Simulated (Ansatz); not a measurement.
# CH5O3Y: how energies converge with the basis set

Aim: see how fast density functionals converge with the basis set for CH5O3Y.

Computed with Ansatz 0.2.0, Gaussian basis. Level: one geometry, several basis sets.

The runs, in order: PBE0-D4/def2-SVP; ωB97M-V/def2-SVP; PBE0-D4/def2-QZVPP; ωB97M-V/def2-QZVPP; the functionals' def2-TZVPP values are taken from earlier runs.

## 1. The geometry

All runs share one geometry, relaxed beforehand with PBE0-D4 in a triple-zeta def2 set. Y takes the def2 core potential; no spin-orbit term is included.

SMILES `C[O][Y]([OH])[OH]`, 10 atoms, charge 0, spin multiplicity 1.

Atoms are counted from 1 here; the program's logs count them from 0.

Bond lengths: C1–O2 1.384 Å, C1–H6 1.099 Å, C1–H7 1.098 Å, C1–H8 1.098 Å, O2–Y3 2.027 Å, Y3–O4 2.029 Å, Y3–O5 2.029 Å, O4–H9 0.952 Å, O5–H10 0.952 Å. Angles: O2–C1–H6 111.6°, O2–C1–H7 111.4°, O2–C1–H8 111.4°, H6–C1–H7 107.5°, H6–C1–H8 107.5°, H7–C1–H8 107.2°, C1–O2–Y3 179.2°, O2–Y3–O4 119.5°, O2–Y3–O5 119.5°, O4–Y3–O5 121.0°, Y3–O4–H9 179.7°, Y3–O5–H10 179.0°.

As a file:

```xyz
10
CH5O3Y
C    -1.03323    1.93635    0.26175
O    -0.39418    0.71925    0.10217
Y     0.56549   -1.04987   -0.14019
O    -0.42514   -2.78363    0.22247
O     2.50397   -1.05968   -0.74065
H    -0.37748    2.77595   -0.00662
H    -1.35365    2.08709    1.30152
H    -1.93059    2.00347   -0.36814
H    -0.88548   -3.59947    0.39184
H     3.41339   -1.08056   -1.02126
```

## 2. PBE0-D4 in def2-SVP

Input file in.yaml:

```yaml
crystal:
  periodic: [false, false, false]
  atoms:
    - {symbol: C, position_ang: [-1.033227, 1.936351, 0.261752]}
    - {symbol: O, position_ang: [-0.394183, 0.719249, 0.102168]}
    - {symbol: Y, position_ang: [0.565490, -1.049872, -0.140187]}
    - {symbol: O, position_ang: [-0.425143, -2.783635, 0.222469]}
    - {symbol: O, position_ang: [2.503968, -1.059677, -0.740655]}
    - {symbol: H, position_ang: [-0.377481, 2.775951, -0.006615]}
    - {symbol: H, position_ang: [-1.353648, 2.087091, 1.301521]}
    - {symbol: H, position_ang: [-1.930589, 2.003470, -0.368139]}
    - {symbol: H, position_ang: [-0.885476, -3.599469, 0.391844]}
    - {symbol: H, position_ang: [3.413389, -1.080560, -1.021257]}
basis:
  gaussian: {orbitals: def2-SVP}
hamiltonian: {xc: pbe0, dispersion: d4}
output: {orbitals: {seedname: orbitals}}
```

Started as:

```
> ansatz run in.yaml --threads 4 --pin off --events-out ev --progress --plain --max-ram 10444MiB
```

The runs that follow: ωB97M-V in def2-SVP; PBE0-D4 in def2-QZVPP; ωB97M-V in def2-QZVPP.

Q: Predict the results of all the runs planned. Wanted: PBE0-D4: double and triple zeta above quadruple; ωB97M-V: double and triple zeta above quadruple.

As calculated:

| quantity | value |
| --- | --- |
| PBE0-D4: double and triple zeta above quadruple | 9.53, 0.53 eV |
| ωB97M-V: double and triple zeta above quadruple | 9.76, 0.50 eV |

PBE0-D4 gains 9.00 eV from double to triple zeta, then 0.53 eV more. Total energies overstate the basis error of differences, where much of it tends to cancel.
